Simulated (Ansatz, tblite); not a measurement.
# Si(NMeEt)2Me2 (C8H22N2Si): rung by rung

The task here is to estimate one member of a computed series from the others.

Program: Ansatz 0.2.0, Gaussian basis. Level of theory: as each input shows. These are calculated values, not measurements.

The runs, in order: GFN1-xTB, GFN2-xTB, PBE-D4/def2-TZVP, r2SCAN-D4/def2-TZVP, revPBE-D4/def2-TZVP, B3LYP-D4/def2-TZVP, PBE-D4/def2-SVP, PBE0-D4/def2-SVP, HF/STO-3G, HF/6-31G, B3LYP-D4/6-31G, MP2/def2-SVP.

4 further runs of the same task are left out: 2 that didn't finish, 2 set aside as unsound or not needed. Runs told in other sessions of the task aren't counted.

### The relaxed structure

The singlet was relaxed beforehand with PBE-D4/def2-SVP.

33 atoms, charge 0, spin multiplicity 1.

Bond lengths: Si1–N2 1.761 Å, Si1–N14 1.761 Å, Si1–C26 1.892 Å, Si1–C30 1.891 Å, N2–C3 1.452 Å, N2–C4 1.455 Å, C3–H6 1.116 Å, C3–H7 1.118 Å, C3–H8 1.109 Å, C4–C5 1.535 Å, C4–H9 1.117 Å, C4–H10 1.110 Å, C5–H11 1.110 Å, C5–H12 1.110 Å, C5–H13 1.109 Å, N14–C15 1.452 Å, N14–C16 1.456 Å, C15–H18 1.116 Å and more. Angles: N2–Si1–N14 106.0°, N2–Si1–C26 107.5°, N2–Si1–C30 113.4°, N14–Si1–C26 113.5°, N14–Si1–C30 107.4°, C26–Si1–C30 109.3°, Si1–N2–C3 118.8°, Si1–N2–C4 123.9°, C3–N2–C4 115.2°, N2–C3–H6 111.1°, N2–C3–H7 114.1°, N2–C3–H8 109.6°, H6–C3–H7 106.9°, H6–C3–H8 107.3°, H7–C3–H8 107.6°, N2–C4–C5 115.2°, N2–C4–H9 108.5°, N2–C4–H10 109.0° and more.

PBE0-D4/def2-TZVP was run before; its log isn't repeated, and its numbers join the tables.

Set-up of the first run:

Tight binding, by tblite at 300 K electronic temperature and without a spin-polarisation term:

```python
tblite.interface.Calculator('GFN1-xTB', numbers, positions, charge=0, uhf=0).singlepoint()
```

Tight binding, by tblite at 300 K electronic temperature and without a spin-polarisation term:

```python
tblite.interface.Calculator('GFN2-xTB', numbers, positions, charge=0, uhf=0).singlepoint()
```

start.molden holds the orbitals of an earlier run on this state, given as this run's starting guess.

Contents of in.yaml:

```yaml
crystal:
  periodic: [false, false, false]
  atoms:
    - {symbol: Si, position_ang: [-0.343462, 0.012310, -0.242149]}
    - {symbol: N, position_ang: [-0.283014, 0.070813, 1.516493]}
    - {symbol: C, position_ang: [0.382029, -1.004538, 2.229768]}
    - {symbol: C, position_ang: [-1.146459, 0.913817, 2.330234]}
    - {symbol: C, position_ang: [-2.501900, 0.295112, 2.700992]}
    - {symbol: H, position_ang: [0.970494, -0.610398, 3.092388]}
    - {symbol: H, position_ang: [-0.312054, -1.781127, 2.636351]}
    - {symbol: H, position_ang: [1.095252, -1.515349, 1.550555]}
    - {symbol: H, position_ang: [-0.599640, 1.182255, 3.266379]}
    - {symbol: H, position_ang: [-1.319086, 1.874004, 1.800301]}
    - {symbol: H, position_ang: [-3.084929, 0.970459, 3.361426]}
    - {symbol: H, position_ang: [-3.109896, 0.098762, 1.793089]}
    - {symbol: H, position_ang: [-2.378520, -0.668819, 3.236104]}
    - {symbol: N, position_ang: [1.325886, -0.144450, -0.780271]}
    - {symbol: C, position_ang: [2.304188, 0.824190, -0.319676]}
    - {symbol: C, position_ang: [1.734147, -0.938271, -1.930330]}
    - {symbol: C, position_ang: [1.687754, -0.205706, -3.279415]}
    - {symbol: H, position_ang: [3.279179, 0.331346, -0.090418]}
    - {symbol: H, position_ang: [2.516668, 1.642839, -1.051164]}
    - {symbol: H, position_ang: [1.944917, 1.297314, 0.617476]}
    - {symbol: H, position_ang: [2.772036, -1.311487, -1.753602]}
    - {symbol: H, position_ang: [1.096996, -1.845635, -1.988469]}
    - {symbol: H, position_ang: [2.057797, -0.853638, -4.101541]}
    - {symbol: H, position_ang: [0.650437, 0.101601, -3.528758]}
    - {symbol: H, position_ang: [2.314397, 0.709729, -3.269325]}
    - {symbol: C, position_ang: [-1.179095, 1.602548, -0.834365]}
    - {symbol: H, position_ang: [-2.233009, 1.687709, -0.498134]}
    - {symbol: H, position_ang: [-1.179837, 1.615076, -1.943979]}
    - {symbol: H, position_ang: [-0.634513, 2.506464, -0.492148]}
    - {symbol: C, position_ang: [-1.294654, -1.479628, -0.910682]}
    - {symbol: H, position_ang: [-2.336334, -1.439464, -0.530199]}
    - {symbol: H, position_ang: [-0.851851, -2.437375, -0.567886]}
    - {symbol: H, position_ang: [-1.343933, -1.500482, -2.019021]}
basis:
  gaussian: {orbitals: def2-TZVP, initial_orbitals: start.molden}
hamiltonian: {xc: pbe, dispersion: d4}
scf: {omitted_lower_state_checks: [starts]}
output: {orbitals: {seedname: orbitals}}
```

On the command line:

```sh
$ ansatz run in.yaml --threads 4 --pin off --events-out ev --progress --plain --max-ram 6963MiB
```

Steps of the session up to this table: PBE-D4/def2-TZVP; r2SCAN-D4/def2-TZVP; revPBE-D4/def2-TZVP; B3LYP-D4/def2-TZVP; PBE-D4/def2-SVP; PBE0-D4/def2-SVP; HF/STO-3G; HF/6-31G; B3LYP-D4/6-31G; MP2/def2-SVP.

One of the session's tables, all rows but one given; the rest of the session is left out.

It belongs to the step «Binding energy». 

| level | binding an atom (eV) |
| --- | --- |
| HF/STO-3G | 3.700 |
| HF/6-31G | 2.804 |
| HF/def2-SVP | 3.021 |
| PBE-D4/def2-SVP | 4.122 |
| PBE-D4/def2-TZVP | ? |
| revPBE-D4/def2-TZVP | 4.010 |
| r2SCAN-D4/def2-TZVP | 4.019 |
| B3LYP-D4/6-31G | 3.929 |
| B3LYP-D4/def2-TZVP | 4.029 |
| PBE0-D4/def2-SVP | 4.074 |
| PBE0-D4/def2-TZVP | 4.040 |
| MP2/def2-SVP | 3.862 |

Q: Estimate the row for PBE-D4/def2-TZVP from the others.

As computed: binding an atom (eV): 4.091. In the column «binding an atom (eV)» it lies between PBE0-D4/def2-SVP (4.074) and PBE-D4/def2-SVP (4.122).

To keep in mind: Free atoms were run apart at each level; binding is atoms less cluster, divided by the number of atoms, without zero-point or spin-orbit terms.
